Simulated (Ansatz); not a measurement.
# FH2InS: the cost of one run

Program: Ansatz 0.2.0, Gaussian basis. Level of theory: the settings change from run to run. These are calculated values, not measurements.

1 further run of the same task is left out (for a known fault of the program).

## 1. The molecule

The structure was relaxed beforehand with PBE0-D4 in a triple-zeta def2 set. In takes a core potential in def2 sets; no spin-orbit term is included.

SMILES `[F][InH][SH]`, 5 atoms, charge 0, spin multiplicity 1.

Atoms are counted from 1 here; the program's logs count them from 0.

Bond lengths: F1–In2 1.954 Å, In2–S3 2.360 Å, In2–H4 1.693 Å, S3–H5 1.345 Å. Angles: F1–In2–S3 107.9°, F1–In2–H4 117.6°, S3–In2–H4 134.5°, In2–S3–H5 91.2°.

## 2. PBEsol/ANO-RCC-VTZP

This run has charge +1, multiplicity 2, D4 dispersion.

File in.yaml:

```yaml
crystal:
  periodic: [false, false, false]
  atoms:
    - {symbol: F, position_ang: [-1.098270, -1.195141, 0.957975]}
    - {symbol: In, position_ang: [-0.537382, 0.020819, -0.465521]}
    - {symbol: S, position_ang: [1.648078, 0.758887, 0.030922]}
    - {symbol: H, position_ang: [-1.633040, 0.317652, -1.722146]}
    - {symbol: H, position_ang: [1.670513, 0.024181, 1.157370]}
basis:
  gaussian: {orbitals: ANO-RCC-VTZP}
total_charge: 1
magnetization: {spin_polarized: true, initial_magnetization: 1}
hamiltonian: {xc: {name: PBEsol}, dispersion: d4}
output: {forces: true}
```

Command:

```
ansatz run in.yaml --threads 2 --pin off --events-out ev --progress --plain --max-ram 32768MiB --backend cpu
```

Q: Estimate wall time and peak memory on 2 threads of AMD EPYC 7R13, shared host.

About 36 s, with a peak of 0.63 GiB.
